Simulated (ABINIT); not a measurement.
# InSb3 (Fm-3m) in ABINIT: settings compared, part 2 of 2

ABINIT 10.8.3 (patched build). Earlier steps stand in the parts before.

## 5. Equation of state, LDA

File run.abi:

```
# Datasets: one volume each
ndtset 7
scalecart1 3*0.9795861087
scalecart2 3*0.9864848297
scalecart3 3*0.9932883884
scalecart4 3*1.0000000000
scalecart5 3*1.0066227096
scalecart6 3*1.0131594038
scalecart7 3*1.0196128224

# Pseudopotentials
pp_dirpath "./"
pseudos "Sb.LDA_PW-JTH.xml, In.LDA_PW-JTH.xml"

# Structure
acell 10.140858362 10.140858362 10.140858362
rprim
     0.0000000000     0.7071067812     0.7071067812
     0.7071067812     0.0000000000     0.7071067812
     0.7071067812     0.7071067812     0.0000000000
ntypat 2
znucl 51 49
natom 4
typat 1 1 1 2
xred
     0.5000000000     0.5000000000     0.5000000000
     0.7500000000     0.7500000000     0.7500000000
     0.2500000000     0.2500000000     0.2500000000
     0.0000000000     0.0000000000     0.0000000000

# Plane-wave basis
ecut 22.0
pawecutdg 44.0

# k points
kptopt 1
ngkpt 6 6 6
nshiftk 1
shiftk 0.0 0.0 0.0

# Exchange and correlation
ixc 7

# Bands and occupations
nband 35
occopt 3
tsmear 0.05 eV

# SCF cycle
nstep 100
tolvrs 1.0e-9

# Output
iomode 3
prtwf 0
prtden 0
prteig 0
prtebands 0
enunit 1
```

Potentials or basis: JTH PAW LDA v2.0.

Launch:

```console
> mpirun --bind-to none -np 4 abinit run.abi > log 2>&1
```

run.abo:

```text
.Version 10.8.3 of ABINIT
 DATASET    1 : space group Fm -3 m (#225); Bravais cF (face-center cubic)
================================================================================
 Values of the parameters that define the memory need for DATASET  1.
     intxc =       0    ionmov =       0      iscf =      17    lmnmax =      18
     lnmax =       6     mgfft =      45  mpssoang =       3    mqgrid =    3001
     natom =       4  nloc_mem =       2    nspden =       1   nspinor =       1
    nsppol =       1      nsym =      48    n1xccc =       1    ntypat =       2
    occopt =       3   xclevel =       1
       mpw =        3444          nfft =       91125          nkpt =          16
Pmy_natom=         1
 PAW method is used; the additional fine FFT grid is defined by:
   mgfftf=        60    nfftf =    216000
================================================================================
================================================================================
[... 77 lines left out ...]
================================================================================
 Values of the parameters that define the memory need for DATASET  7.
     intxc =       0    ionmov =       0      iscf =      17    lmnmax =      18
     lnmax =       6     mgfft =      45  mpssoang =       3    mqgrid =    3001
     natom =       4  nloc_mem =       2    nspden =       1   nspinor =       1
    nsppol =       1      nsym =      48    n1xccc =       1    ntypat =       2
    occopt =       3   xclevel =       1
       mpw =        3874          nfft =       91125          nkpt =          16
Pmy_natom=         1
 PAW method is used; the additional fine FFT grid is defined by:
   mgfftf=        64    nfftf =    262144
================================================================================
================================================================================

--------------------------------------------------------------------------------
------------- Echo of variables that govern the present computation ------------
--------------------------------------------------------------------------------
 -outvars: echo values of preprocessed input variables --------
            acell      1.0140858362E+01  1.0140858362E+01  1.0140858362E+01 Bohr
              amu      1.21753000E+02  1.14820000E+02
             ecut      2.20000000E+01 Hartree
           enunit           1
              ixc           7
           jdtset        1    2    3    4    5    6    7
         kptrlatt        6    0    0      0    6    0      0    0    6
          kptrlen1     5.96030639E+01
[... 184 lines left out ...]

--- !BeginCycle
iteration_state: {dtset: 1, }
solver: {iscf: 17, nstep: 100, nline: 4, wfoptalg: 10, }
tolerances: {tolvrs: 1.00E-09, }
...
[... 1348 lines left out ...]
-Cartesian components of stress tensor (GPa)         [Pressure= -6.3379E+00 GPa]
- sigma(1 1)=  6.33791160E+00  sigma(3 2)=  0.00000000E+00
- sigma(2 2)=  6.33791160E+00  sigma(3 1)=  0.00000000E+00
- sigma(3 3)=  6.33791160E+00  sigma(2 1)=  0.00000000E+00

== END DATASET(S) ==============================================================
================================================================================

 -outvars: echo values of variables after computation  --------
            acell      1.0140858362E+01  1.0140858362E+01  1.0140858362E+01 Bohr
           etotal1    -3.0652267517E+02
           etotal2    -3.0652180514E+02
           etotal3    -3.0652037682E+02
           etotal4    -3.0651848008E+02
           etotal5    -3.0651616516E+02
           etotal6    -3.0651347999E+02
           etotal7    -3.0651046508E+02
            fcart1    -0.0000000000E+00 -0.0000000000E+00 -0.0000000000E+00
                      -0.0000000000E+00 -0.0000000000E+00 -0.0000000000E+00
                      -0.0000000000E+00 -0.0000000000E+00 -0.0000000000E+00
                      -0.0000000000E+00 -0.0000000000E+00 -0.0000000000E+00
            fcart2    -3.0149379916E-47 -1.0408474441E-30  2.2303873803E-30
                      -1.5074689958E-46  1.4869249202E-31 -1.3382324282E-30
                       2.1104565942E-46  1.9330023962E-30 -3.1225423324E-30
                      -3.0149379916E-47 -1.0408474441E-30  2.2303873803E-30
            fcart3     1.8459252290E-32 -5.5377756870E-32  1.8459252290E-32
                       2.3997027977E-31 -7.1991083932E-31  2.3997027977E-31
[... 66 lines left out ...]
                       5.6918324962E+00  5.6918324962E+00  5.6918324962E+00
                       1.8972774987E+00  1.8972774987E+00  1.8972774987E+00
                       0.0000000000E+00  0.0000000000E+00  0.0000000000E+00
           xangst5     3.8196852333E+00  3.8196852333E+00  3.8196852333E+00
                       5.7295278500E+00  5.7295278500E+00  5.7295278500E+00
                       1.9098426167E+00  1.9098426167E+00  1.9098426167E+00
                       0.0000000000E+00  0.0000000000E+00  0.0000000000E+00
           xangst6     3.8444890789E+00  3.8444890789E+00  3.8444890789E+00
                       5.7667336184E+00  5.7667336184E+00  5.7667336184E+00
                       1.9222445395E+00  1.9222445395E+00  1.9222445395E+00
                       0.0000000000E+00  0.0000000000E+00  0.0000000000E+00
           xangst7     3.8689769307E+00  3.8689769307E+00  3.8689769307E+00
                       5.8034653961E+00  5.8034653961E+00  5.8034653961E+00
                       1.9344884654E+00  1.9344884654E+00  1.9344884654E+00
                       0.0000000000E+00  0.0000000000E+00  0.0000000000E+00
             xred      5.0000000000E-01  5.0000000000E-01  5.0000000000E-01
                       7.5000000000E-01  7.5000000000E-01  7.5000000000E-01
                       2.5000000000E-01  2.5000000000E-01  2.5000000000E-01
                       0.0000000000E+00  0.0000000000E+00  0.0000000000E+00
 Calculation completed.
```

It took 2.9 min on 4 MPI ranks of Arm Neoverse V2, shared host; peak memory 0.68 GiB.

What came out:

| Item | Value |
| --- | --- |
| Equilibrium volume | 25.19 Å³/atom (rough: see the caveat) |
| Bulk modulus | 64 GPa (rough) |

Energy against volume, from the lowest point:
| volume (Å³/atom) | energy (meV/atom) |
| --- | --- |
| 25.679 | 0.00 |
| 26.226 | 5.92 |
| 26.772 | 15.64 |
| 27.318 | 28.54 |
| 27.865 | 44.29 |
| 28.411 | 62.55 |
| 28.957 | 83.06 |

Caveat: pressures at fixed basis lie under the slope of the energies; the minimum lies outside the volumes run. The run has no spin-orbit coupling, so splittings on Sb are missing.

## 6. Equation of state, r2SCAN

run.abi, as its differences from that of step 5:

```diff
@@ -12,3 +12,3 @@
 pp_dirpath "./"
-pseudos "Sb.LDA_PW-JTH.xml, In.LDA_PW-JTH.xml"
+pseudos "Sb.GGA_PBE-JTH.xml, In.GGA_PBE-JTH.xml"
 
@@ -31,4 +31,4 @@
 # Plane-wave basis
-ecut 22.0
-pawecutdg 44.0
+ecut 26.0
+pawecutdg 48.0
 
@@ -36,3 +36,3 @@
 kptopt 1
-ngkpt 6 6 6
+ngkpt 3 3 3
 nshiftk 1
@@ -41,3 +41,5 @@
 # Exchange and correlation
-ixc 7
+ixc -497498
+usekden 1
+pawxcdev 0
 
@@ -50,3 +52,3 @@
 nstep 100
-tolvrs 1.0e-9
+tolvrs 1.0e-7
```

Potentials or basis: JTH PAW PBE v2.0.

Launch:

```console
> mpirun --bind-to none -np 4 abinit run.abi > log 2>&1
```

Wall time 3.6 min (4 MPI ranks of Arm Neoverse V2, shared host); peak memory 1.2 GiB.

It converged, with:

* Equilibrium volume: 27.98 Å³/atom
* Bulk modulus: 56 GPa
* Pressure derivative of the bulk modulus: 4.6

Energy against volume, from the lowest point:
```
volume (Å³/atom)  energy (meV/atom)
          25.679              38.92
          26.226              21.71
          26.772               9.90
          27.318               2.73
          27.865               0.00
          28.411               0.96
          28.957               5.44
```

Caveat: the k mesh is coarse (spacing up to 0.48 Å⁻¹), so the values aren't converged; pressures at fixed basis lie under the slope of the energies; the PAW data sets were made with another functional, which shifts forces and pressure a little. The run has no spin-orbit coupling, so splittings on Sb are missing.

## 7. The runs side by side

| task | level | potentials or basis | k mesh | cutoff (eV) | fine-grid cutoff | mesh quality | gap on the mesh (eV) | pressure (GPa) |
| --- | --- | --- | --- | --- | --- | --- | --- | --- |
| band structure | r2SCAN | JTH PAW PBE v2.0 | 6 × 6 × 6 | 707 | 1306.15 eV | not flagged | none | -1.2 |
| band structure | PBE | JTH PAW PBE v2.0 | 6 × 6 × 6 | 599 | 1197.3 eV | not flagged | none | -0.2 |
| band structure | TB-mBJ | JTH PAW LDA v2.0 | 5 × 5 × 5 | 707 | 1306.15 eV | not flagged | none | - |
| equation of state | LDA | JTH PAW LDA v2.0 | 6 × 6 × 6 | 599 | 1197.3 eV | not flagged | - | - |
| equation of state | r2SCAN | JTH PAW PBE v2.0 | 3 × 3 × 3 | 707 | 1306.15 eV | coarse | - | - |

Alike in all rows: no spin polarisation; cell as given; smearing fermi-dirac 0.05 eV.

Caveats: some runs use coarse meshes; the PAW data sets were made with another functional, which shifts forces and pressure a little (some runs); spin-orbit coupling is left out, which moves the levels of the heavy elements (some runs); pressures at fixed basis lie under the slope of the energies (some runs); the constant c of TB-mBJ comes from the pseudo density here, which moves gaps by up to 0.3 eV between sets of potentials (some runs); the minimum lies outside the volumes run (some runs).

Absolute energies hang on the potentials; compare differences alone.
